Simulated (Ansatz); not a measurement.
# BW4: the cost of one run

Method: DFT PBEsol, scalar-relativistic, plane waves, PAW, in Ansatz 0.2.0.

The COD cell was measured well above room temperature, so it is larger than a cold one.

3 further runs of the same task are left out: 3 set aside as unsound or not needed.

### 1 The structure to begin with

Symmetry: Cmm2, No. 35, orthorhombic system. Conventional cell: a = 3.154 Å, b = 4.461 Å, c = 23.691 Å, α = 90.00°, β = 90.00°, γ = 90.00°. W (site symmetry mm2) has 6 W at 2.73 Å as nearest neighbours. Around W (site symmetry mm2) lie 8 W at 2.73 Å. W (site symmetry mm2) has 8 W at 2.67 to 2.73 Å as nearest neighbours. W (site symmetry mm2) is surrounded by 6 W at 2.67 to 2.73 Å.

Coordinates:

```xyz
4
Lattice="2.7318 0.0000 0.0000 -0.9106 2.5755 0.0000 0.0000 0.0000 23.6914" Properties=species:S:1:pos:R:3 pbc="T T T"
W     0.9106    1.2878    8.5000
W     0.0000    0.0000   10.7305
W     0.9106    1.2878   12.9628
W     0.0000    0.0000   15.1117
```

Planes are indexed in the bulk's conventional cell (Im-3m (No. 229)), a = 3.154 Å, b = 3.154 Å, c = 3.154 Å, α = 90.00°, β = 90.00°, γ = 90.00°.

It is a (110) slab, 6.7 Å thick as cut, with 17 Å of vacuum; its outer planes are W (top) and W (bottom). An earlier relaxation, lower half held, gave -41023.1011 eV, work function 4.90 eV (top face), 5.04 eV (bottom face), dipole along +c 0.005 e·Å per cell.

### 2 Start: B, top (W)

Contents of input.yaml:

```yaml
crystal:
  lattice:
    - [2.731756133, 0.0, 0.0]
    - [-0.9105853777, 2.5755243816, 0.0]
    - [0.0, 0.0, 25.6914086276]
  atoms:
    - { symbol: W, position: [0.5, 0.5, 0.330849901] }
    - { symbol: W, position: [0.0, 0.0, 0.4176676218] }
    - { symbol: W, position: [0.5, 0.5, 0.5045570433] }
    - { symbol: W, position: [0.0, 0.0, 0.5882009056] }
    - { symbol: B, position: [0.0, 0.0, 0.6839527593] }
basis:
  ecutwfc: 420
kpoints:
  mp_grid: { grid: [11, 11, 1] }
hamiltonian:
  xc: pbesol
scf:
  occupations: { method: gaussian, width: 0.1 }
output:
  forces: true
  eigenvalues: true
relax:
  adjacent_minimum: "off"
  f_tol: 0.03
  max_steps: 70
  constraints: [{ sites: [0, 1] }]
efield:
  axis: 3
  dipole_correction: true
```

What time and memory should one allow on 1 thread of an Arm CPU, shared host?

About 2.2 min, with a peak of 0.47 GiB.
